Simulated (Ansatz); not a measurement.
This script makes an atomisation energy of C2H7SSi, SMILES C[Si](C)S with Ansatz's Python interface.

Script `tae_c2h7ssi.py`:
```python
"""Energy to split C2H7SSi into its atoms."""

from collections import Counter

import ansatz as az
from ase import Atoms


def total_energy(molecule, charge=0, unpaired=0):
    calc = (
        molecule.calculation()
        .basis(gaussian="6-31G")  # atom-centred Gaussian functions
        .functional("hf")
        .accuracy("medium")
    )
    if charge:
        calc = calc.charge(charge)
    if unpaired:
        calc = calc.spin("collinear", total=unpaired)
    report = calc.run(threads=1, backend="cpu").report
    if report["published_state_doubts"]:
        print("  doubts:", report["published_state_doubts"])
    return report["free_energy_ev"]

atoms = Atoms(["C", "Si", "C", "S", "H", "H", "H", "H", "H", "H", "H"], positions=[
    [0.0429, 1.4904, -0.7775],
    [0.1601, -0.2935, -0.5838],
    [0.6262, -0.7714, 1.1146],
    [-1.6429, -1.2099, -1.048],
    [-0.2872, 1.7895, -1.8312],
    [-0.7671, 1.961, -0.1193],
    [0.9644, 2.047, -0.5645],
    [0.8021, -1.8413, 1.2159],
    [1.6236, -0.3075, 1.4426],
    [-0.0773, -0.4429, 1.8899],
    [-1.3795, -2.4785, -0.7181],
])
system = az.Crystal.molecule_from_ase(atoms)

# unpaired electrons of the ground-state atoms
unpaired = {"C": 2, "Si": 2, "S": 2, "H": 1}
counts = Counter(site.symbol for site in system.cartesian_sites)
atom_energy = {s: total_energy(az.Crystal.molecule().atom(s, (0, 0, 0)), 0, unpaired[s]) for s in counts}
whole = total_energy(system, 0, 1)
for s, e in atom_energy.items():
    print(f"{s:2s} x{counts[s]}  {e:14.5f} eV")
print(f"C2H7SSi: {whole:.5f} eV")
split = sum(counts[s] * e for s, e in atom_energy.items()) - whole
print(f"atomisation energy (no zero-point term): {96.485332 * split:.1f} kJ/mol, {split / sum(counts.values()):.3f} eV an atom")
```

What does it cost to take this molecule apart into atoms?

2571.7 kJ/mol from the electronic energies, without the zero-point term.

The output:

Output of `python tae_c2h7ssi.py`:
```text
C  x2     -1025.26616 eV
Si x1     -7859.42202 eV
S  x1    -10815.74817 eV
H  x7       -13.55761 eV
C2H7SSi: -20847.25937 eV
atomisation energy (no zero-point term): 2571.7 kJ/mol, 2.423 eV an atom
```

Caveats:
- The settings weren't tested for convergence.
- The geometry is a force-field or estimated start, not a minimum of this method, and the basis set is short of its limit. All parts are taken at fixed geometry, without zero-point energy.
- The species is open-shell (spin multiplicity 2).
- Hartree-Fock leaves correlation out, so bond, atomisation and ionisation energies come out well too low.
- Run time: 1.6 s on 1 thread of Arm Neoverse V1, on a shared host, peak memory 0.21 GiB.
